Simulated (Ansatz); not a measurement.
# Sr (bcc type): the cost of one run

Program: Ansatz 0.2.0. Level of theory: DFT PBEsol, with the methods named in each step. These are calculated values, not measurements.

This is Sr in the bcc structure; at room conditions it is fcc.

1 further run of the same task is left out (set aside as unsound or not needed). Runs told in other sessions of the task aren't counted.

## (1) Starting point

The structure is cubic, space group Im-3m (No. 229). The conventional cell has a = 4.679 Å, b = 4.679 Å, c = 4.679 Å, α = 90.00°, β = 90.00°, γ = 90.00°. Sr (site symmetry m-3m) has 8 Sr at 4.05 Å in its first shell of neighbours.

As a file:

```
CELL_PARAMETERS angstrom
-2.33956 2.33956 2.33956
2.33956 -2.33956 2.33956
2.33956 2.33956 -2.33956
ATOMIC_POSITIONS crystal
Sr 0.00000 0.00000 0.00000
```

Whether this phase is the stable one at these pressures isn't tested.

## (2) The reference volume, LAPW

input.yaml

```yaml
crystal:
  lattice:
    - [-2.3395611285, 2.3395611285, 2.3395611285]
    - [2.3395611285, -2.3395611285, 2.3395611285]
    - [2.3395611285, 2.3395611285, -2.3395611285]
  atoms:
    - { symbol: Sr, position: [0.0, 0.0, 0.0] }
kpoints:
  mp_grid: { grid: [11, 11, 11] }
  band_path:
    path:
      - [0.0, 0.0, 0.0]
      - [0.5, -0.5, 0.5]
      - [0.0, 0.0, 0.5]
      - [0.0, 0.0, 0.0]
      - [0.25, 0.25, 0.25]
      - [0.5, -0.5, 0.5]
      - [0.25, 0.25, 0.25]
      - [0.0, 0.0, 0.5]
    npoints: 14
scf:
  occupations: { method: fermi_dirac, width: 0.08 }
hamiltonian:
  xc: pbesol
  pseudopotentials: { kind: all_electron, lapw: { basis_error: 0.001 } }
output:
  forces: true
  stress: true
  eigenvalues: true
  populations: true
  dos: { projected: true, de: 0.2, e_range: [-14, 8] }
```

Launch:

```bash
ansatz run input.yaml --threads 1 --pin off --max-ram 2048MiB --backend cpu --events-out ev --progress --plain --runs-dir out
```

What time and memory should one allow on 1 thread of Arm Neoverse V1, shared host?

About 4.4 s, with a peak of 0.21 GiB.
